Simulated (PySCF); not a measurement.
# [Yb(H2O)2]3+: forces at shaken geometries

How stiff is [Yb(H2O)2]3+? Its atoms are displaced at random by several amounts. The structure is generated, not taken from experiment.

Method: B3LYP, Yb lcecp-1-SVP with ECP59, O def2-SVP, H def2-SVP; scalar-relativistic core potentials, no spin–orbit coupling; program: PySCF 2.14.0.

3 further runs of the same task are left out: 2 for a known fault of the program, 1 that didn't finish.

### 1 The system as given

7 atoms, charge 3, spin multiplicity 1.

Bond lengths: Yb1–O2 2.165 Å, Yb1–O5 2.167 Å, O2–H3 0.999 Å, O2–H4 1.000 Å, O5–H6 1.000 Å, O5–H7 1.000 Å. Angles: O2–Yb1–O5 109.8°, Yb1–O2–H3 129.1°, Yb1–O2–H4 128.2°, H3–O2–H4 102.7°, Yb1–O5–H6 129.2°, Yb1–O5–H7 128.1°, H6–O5–H7 102.7°.

Geometry (Å):

```tsv
atom	x (Å)	y (Å)	z (Å)
Yb1	-1.03349	-0.31927	-0.01273
O2	0.15036	-0.00469	1.77290
H3	1.01615	0.48215	1.87617
H4	-0.04981	-0.29924	2.70740
O5	0.16700	0.08602	-1.77038
H6	1.07369	-0.26019	-2.00947
H7	-0.07078	0.64635	-2.56388
```

Formal oxidation states: Yb +3. Each metal's 13 4f electrons lie in its core potential, so multiplicities, spins and levels count the valence alone. An earlier session relaxed this geometry at B3LYP, Yb lcecp-1-SVP with ECP59, O def2-SVP, H def2-SVP (singlet, point group C1).

Its energy there is -190.942620 Eh.

### 2 Atoms moved at random, σ = 0.03 Å

run.py (the lines that set the calculation) reads:

```python
mol = gto.M(atom='''
Yb    -1.05672    -0.26854    -0.04825
O      0.16354    -0.05380     1.76135
H      1.01640     0.45101     1.94245
H     -0.02121    -0.28613     2.72582
O      0.14722     0.07619    -1.77810
H      1.04924    -0.25058    -2.04281
H     -0.04536     0.66298    -2.56047''',
    basis={'Yb': 'lcecp-1-SVP', 'O': 'def2-SVP', 'H': 'def2-SVP'},
    ecp={'Yb': 'lcecp-1-SVP'},
    charge=3, spin=0)
mf = dft.RKS(mol, xc='B3LYP')
mf.grids.atom_grid = (50, 194)  # f atoms: unpruned, at least (60, 302)
mf = mf.density_fit()  # fitting sets: Yb AutoAux, O def2-universal-JKFIT, H def2-universal-JKFIT
mf.conv_tol = 1e-08; mf.max_cycle = 55
mf.kernel(dm0)  # dm0: the density of the relaxed state
```

Run with:

```console
> OMP_NUM_THREADS=2 python run.py
```

Output:

```text
init E= -190.922594972547
  HOMO = -0.981856699433526  LUMO = -0.713414109311075  gap/eV = 7.30469
cycle= 1 E= -190.939652072789  delta_E= -0.0171  |g|= 0.0395  |ddm|= 0.145
  HOMO = -0.958546624085706  LUMO = -0.711704113942528  gap/eV = 6.71693
cycle= 2 E= -190.939151609147  delta_E= 0.0005  |g|= 0.0678  |ddm|= 0.0734
  HOMO = -0.969483708121356  LUMO = -0.71127328074215  gap/eV = 7.02626
cycle= 3 E= -190.940017026233  delta_E= -0.000865  |g|= 0.00233  |ddm|= 0.0403
  HOMO = -0.970072227983769  LUMO = -0.711254333476406  gap/eV = 7.04279
cycle= 4 E= -190.940018393849  delta_E= -1.37e-06  |g|= 0.00081  |ddm|= 0.00299
  HOMO = -0.970184781361034  LUMO = -0.71122683142009  gap/eV = 7.04660
cycle= 5 E= -190.940018482569  delta_E= -8.87e-08  |g|= 0.000529  |ddm|= 0.000868
  HOMO = -0.970158956404234  LUMO = -0.711234160143673  gap/eV = 7.04570
cycle= 6 E= -190.940018533742  delta_E= -5.12e-08  |g|= 7.18e-05  |ddm|= 0.000347
  HOMO = -0.970155141095846  LUMO = -0.711237422427575  gap/eV = 7.04551
cycle= 7 E= -190.940018534844  delta_E= -1.1e-09  |g|= 1.15e-05  |ddm|= 5.89e-05
  HOMO = -0.970150697267525  LUMO = -0.71123679080571  gap/eV = 7.04541
Extra cycle  E= -190.940018534844  delta_E= 2.27e-13  |g|= 1.26e-05  |ddm|= 1.75e-05
converged SCF energy = -190.940018534844
```

Run time: 2.4 s. Hardware: 2 threads of Arm Neoverse V1, shared host.

Read off: E = -190.940019 Eh (+0.071 eV from the relaxed state), HOMO -26.40 eV, LUMO -19.35 eV, Mulliken charge on Yb1 +2.17 e, largest force component 0.756 eV/Å. 

```tsv
atom	Fx	Fy	Fz (eV/Å)
Yb1	0.058	-0.117	0.631
O2	0.279	0.431	0.756
H3	-0.110	-0.106	-0.646
H4	-0.417	-0.312	-0.434
O5	0.220	0.248	-0.375
H6	0.256	-0.304	0.188
H7	-0.286	0.159	-0.120
```

### 3 Atoms moved at random, σ = 0.06 Å

run.py (the lines that set the calculation) reads:

```python
mol = gto.M(atom='''
Yb    -0.91361    -0.26686     0.02258
O      0.11421    -0.02466     1.78648
H      0.97588     0.45214     1.84146
H     -0.01979    -0.23252     2.72006
O      0.15097    -0.00765    -1.84868
H      1.09604    -0.33853    -1.95174
H     -0.15057     0.74921    -2.57016''',
    basis={'Yb': 'lcecp-1-SVP', 'O': 'def2-SVP', 'H': 'def2-SVP'},
    ecp={'Yb': 'lcecp-1-SVP'},
    charge=3, spin=0)
mf = dft.RKS(mol, xc='B3LYP')
mf.grids.atom_grid = (50, 194)  # f atoms: unpruned, at least (60, 302)
mf = mf.density_fit()  # fitting sets: Yb AutoAux, O def2-universal-JKFIT, H def2-universal-JKFIT
mf.conv_tol = 1e-08; mf.max_cycle = 55
mf.kernel(dm0)  # dm0: the density of the relaxed state
```

Run with:

```console
> OMP_NUM_THREADS=2 python run.py
```

Output:

```text
init E= -190.873927044284
  HOMO = -1.00120632916909  LUMO = -0.725758957110949  gap/eV = 7.49530
cycle= 1 E= -190.919469647652  delta_E= -0.0455  |g|= 0.153  |ddm|= 0.357
  HOMO = -0.93032242922304  LUMO = -0.710664415802082  gap/eV = 5.97720
cycle= 2 E= -190.910862856657  delta_E= 0.00861  |g|= 0.269  |ddm|= 0.287
  HOMO = -0.972167173658313  LUMO = -0.710105204617015  gap/eV = 7.13107
cycle= 3 E= -190.924632579728  delta_E= -0.0138  |g|= 0.0134  |ddm|= 0.168
  HOMO = -0.972679464065713  LUMO = -0.711532781489269  gap/eV = 7.10616
cycle= 4 E= -190.924662029387  delta_E= -2.94e-05  |g|= 0.00809  |ddm|= 0.0171
  HOMO = -0.973452726653992  LUMO = -0.711427286905221  gap/eV = 7.13008
cycle= 5 E= -190.924673921005  delta_E= -1.19e-05  |g|= 0.00152  |ddm|= 0.00556
  HOMO = -0.97352678870714  LUMO = -0.711380602867568  gap/eV = 7.13336
cycle= 6 E= -190.924674342715  delta_E= -4.22e-07  |g|= 0.000159  |ddm|= 0.00102
  HOMO = -0.973523859095266  LUMO = -0.711389225359306  gap/eV = 7.13305
cycle= 7 E= -190.924674347961  delta_E= -5.25e-09  |g|= 3.37e-05  |ddm|= 0.000144
  HOMO = -0.973510518666334  LUMO = -0.711387050759321  gap/eV = 7.13274
Extra cycle  E= -190.924674347822  delta_E= 1.39e-10  |g|= 4.62e-05  |ddm|= 5.97e-05
converged SCF energy = -190.924674347822
```

Run time: 2.5 s. Hardware: 2 threads of Arm Neoverse V1, shared host.

Result: E = -190.924674 Eh (+0.488 eV from the relaxed state), HOMO -26.49 eV, LUMO -19.36 eV, Mulliken charge on Yb1 +2.11 e, largest force component 2.251 eV/Å. 

```tsv
atom	Fx	Fy	Fz (eV/Å)
Yb1	-1.366	-0.516	-1.422
O2	1.048	0.623	-0.262
H3	0.666	0.315	0.050
H4	-0.589	-0.600	1.674
O5	-0.813	1.905	-0.346
H6	-0.450	0.522	-0.965
H7	1.502	-2.251	1.271
```

### 4 Atoms moved at random, σ = 0.15 Å

run.py (the lines that set the calculation) reads:

```python
mol = gto.M(atom='''
Yb    -1.04172    -0.39848     0.10619
O      0.28968    -0.10709     1.71665
H      0.86248     0.36862     1.79679
H     -0.16307    -0.44651     2.67650
O      0.45154     0.20443    -1.68171
H      0.95434    -0.14098    -2.02891
H     -0.10013     0.85115    -2.58551''',
    basis={'Yb': 'lcecp-1-SVP', 'O': 'def2-SVP', 'H': 'def2-SVP'},
    ecp={'Yb': 'lcecp-1-SVP'},
    charge=3, spin=0)
mf = dft.RKS(mol, xc='B3LYP')
mf.grids.atom_grid = (50, 194)  # f atoms: unpruned, at least (60, 302)
mf = mf.density_fit()  # fitting sets: Yb AutoAux, O def2-universal-JKFIT, H def2-universal-JKFIT
mf.conv_tol = 1e-08; mf.max_cycle = 55
mf.kernel(dm0)  # dm0: the density of the relaxed state
```

Run with:

```console
> OMP_NUM_THREADS=2 python run.py
```

Output:

```text
init E= -190.601850619137
  HOMO = -1.01817471612379  LUMO = -0.746679270115937  gap/eV = 7.38777
cycle= 1 E= -190.624507005307  delta_E= -0.0227  |g|= 0.315  |ddm|= 0.847
  HOMO = -0.851599429202878  LUMO = -0.731247288308817  gap/eV = 3.27495
cycle= 2 E= -190.570724385793  delta_E= 0.0538  |g|= 0.605  |ddm|= 0.65
  HOMO = -0.943490601576752  LUMO = -0.72273627480298  gap/eV = 6.00703
cycle= 3 E= -190.644584125509  delta_E= -0.0739  |g|= 0.0405  |ddm|= 0.447
  HOMO = -0.939547115181462  LUMO = -0.725770659113905  gap/eV = 5.81715
cycle= 4 E= -190.644930727238  delta_E= -0.000347  |g|= 0.00689  |ddm|= 0.0368
  HOMO = -0.939706088641518  LUMO = -0.725868053438679  gap/eV = 5.81883
cycle= 5 E= -190.644933507747  delta_E= -2.78e-06  |g|= 0.0061  |ddm|= 0.00804
  HOMO = -0.939848873253876  LUMO = -0.725922737583313  gap/eV = 5.82123
cycle= 6 E= -190.644940289413  delta_E= -6.78e-06  |g|= 0.000498  |ddm|= 0.00386
  HOMO = -0.939933205186268  LUMO = -0.725837297313423  gap/eV = 5.82585
cycle= 7 E= -190.644940359066  delta_E= -6.97e-08  |g|= 9.19e-05  |ddm|= 0.000632
  HOMO = -0.93994682779558  LUMO = -0.72584862014418  gap/eV = 5.82591
cycle= 8 E= -190.644940361378  delta_E= -2.31e-09  |g|= 2.27e-05  |ddm|= 0.000116
  HOMO = -0.939934772781701  LUMO = -0.725850973773812  gap/eV = 5.82552
Extra cycle  E= -190.644940361201  delta_E= 1.77e-10  |g|= 3.89e-05  |ddm|= 4.67e-05
converged SCF energy = -190.644940361201
```

Run time: 2.4 s. Hardware: 2 threads of Arm Neoverse V1, shared host.

Read off: E = -190.644940 Eh (+8.100 eV from the relaxed state), HOMO -25.58 eV, LUMO -19.75 eV, Mulliken charge on Yb1 +2.18 e, largest force component 32.315 eV/Å. 

```tsv
atom	Fx	Fy	Fz (eV/Å)
Yb1	1.117	0.211	-2.056
O2	-23.119	-18.082	-0.395
H3	20.900	16.827	3.644
H4	2.450	1.343	-2.189
O5	-32.315	21.262	16.727
H6	28.322	-19.245	-19.022
H7	2.646	-2.314	3.291
```

### 5 The displacements side by side

| σ (Å) | energy rise (eV) | harmonic estimate −½ F·u (eV) | largest force component (eV/Å) |
| --- | --- | --- | --- |
| 0.03 | 0.071 | 0.072 | 0.76 |
| 0.06 | 0.488 | 0.487 | 2.25 |
| 0.15 | 8.100 | 9.279 | 32.32 |

Every displacement raises the energy. For a harmonic well the rise equals −½ F·u; the two differ by at most 15 % here (a move with σ = 0.15 Å), from anharmonicity, the grid and the small forces left at the relaxed point. The bases are small and lack diffuse functions. Spin–orbit coupling is left out.
